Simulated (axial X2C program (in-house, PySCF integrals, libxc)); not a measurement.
**All-electron X2C curves of BaH⁺**

What are the state, bond length, wavenumber and bond energy of BaH⁺, and what does spin–orbit coupling change?

Method: all-electron X2C, Ba dyall-cv3z, H dyall-v3z; program: an in-house X2C program for linear molecules on PySCF integrals.

All values are calculated.

## (1) Set-up

task.json reads:

```json
{
 "zs": [
  56,
  1
 ],
 "q": 1,
 "bas": [
  "dyall-cv3z",
  "dyall-v3z"
 ],
 "levels": [
  "PBE0",
  "HF",
  "r2SCAN"
 ],
 "cc": true,
 "r0": 2.28,
 "thr": -2.0,
 "nmax": 90,
 "npts": 10,
 "nst": 2,
 "ntry": 6
}
```

Keys: zs atomic numbers; q charge; bas basis sets; levels methods (HF also brings MP2); cc coupled cluster on or off; r0 starting distance in Å; thr threshold in hartree for freezing inner shells (an s shell follows its p shell); nmax most natural virtual spinors; npts points asked for on the curve; nst determinants followed; ntry starts of the search.

Command:

```console
$ python so2c.py task.json out
```

Spin-free means the one-electron spin-free X2C Hamiltonian; two-component (2c) means X2C with spin–orbit coupling and atomic mean-field two-electron Coulomb and Gaunt terms. Basis: Ba dyall-cv3z contracted to [14s14p9d5f1g], H dyall-v3z contracted to [6s2p1d]; Gaussian nuclei, density fitting. Masses: Ba 137.905 u, H 1.008 u.

Notation: σ, π±, δ± give the projection m of an orbital's angular momentum (0, ±1, ±2), α and β its spin, Λ and M_S the sums; ω is the projection of a spinor's total angular momentum and Ω the sum. Logs are in hartree.

Further steps of the session: PBE0, spin-free; HF, spin-free; r2SCAN, spin-free; MP2 and beyond, spin-free; PBE0, 2c; HF, 2c; r2SCAN, 2c; MP2 and beyond, 2c.

**Question.** What will these runs give? Wanted: for each run, Hamiltonian; Re; ωe; De; μ.

As calculated:

Lowest determinant that the search found at its distance, spin-free: M_S = 0, Λ = 0 (closed shell).

Lowest determinant that the search found at its distance, 2c: Ω = 0 (closed shell).

| Hamiltonian | level | Re (Å) | ωe (cm⁻¹) | De (eV) | μ (D) |
| --- | --- | --- | --- | --- | --- |
| spin-free | PBE0 | 2.121 | 1372 | 2.54 | -4.70 |
| spin-free | HF | 2.177 | 1336 | 1.59 | -5.96 |
| spin-free | MP2 | 2.128 | 1378 | 2.20 | n/a |
| spin-free | CCSD | 2.142 | 1342 | 2.41 | n/a |
| spin-free | CCSD(T) | 2.141 | 1340 | 2.42 | n/a |
| spin-free | r2SCAN | 2.125 | 1368 | 2.71 | -4.68 |
| 2c | PBE0 | 2.120 | 1373 | 2.55 | -4.68 |
| 2c | HF | 2.176 | 1336 | 1.59 | -5.94 |
| 2c | MP2 | 2.127 | 1379 | 2.20 | n/a |
| 2c | CCSD | 2.141 | 1343 | 2.42 | n/a |
| 2c | CCSD(T) | 2.140 | 1341 | 2.42 | n/a |
| 2c | r2SCAN | 2.124 | 1368 | 2.72 | -4.66 |

Dipoles are positive if H is the positive end and refer to the centre of mass.

**Reading.** At CCSD(T), going from spin-free to two-component changes Re by -1 mÅ, ωe by +0.1 %; the spin-free picture holds up (part of it comes from the scalar share of the two-electron terms). De moves by 0.00 eV; both De rest on single-determinant atoms, which can miss part of an open shell's spin–orbit lowering.

De refers to Ba+ + H, each in the lowest determinant found, which need not be this curve's own limit. The state is a single determinant with fixed occupations, the lowest that a limited PBE0 search found. The closed shell is kept restricted; where the fragments are open shells, the energy then runs too high at long range. Dissociation energies refer to the lowest single-determinant-based atoms at the same level and basis. Coupled cluster ran in a truncated set of natural virtual spinors; the MP2 energy of the rest was added. The meta-GGAs lack a current-density term, which matters for open shells with orbital currents, atoms included.
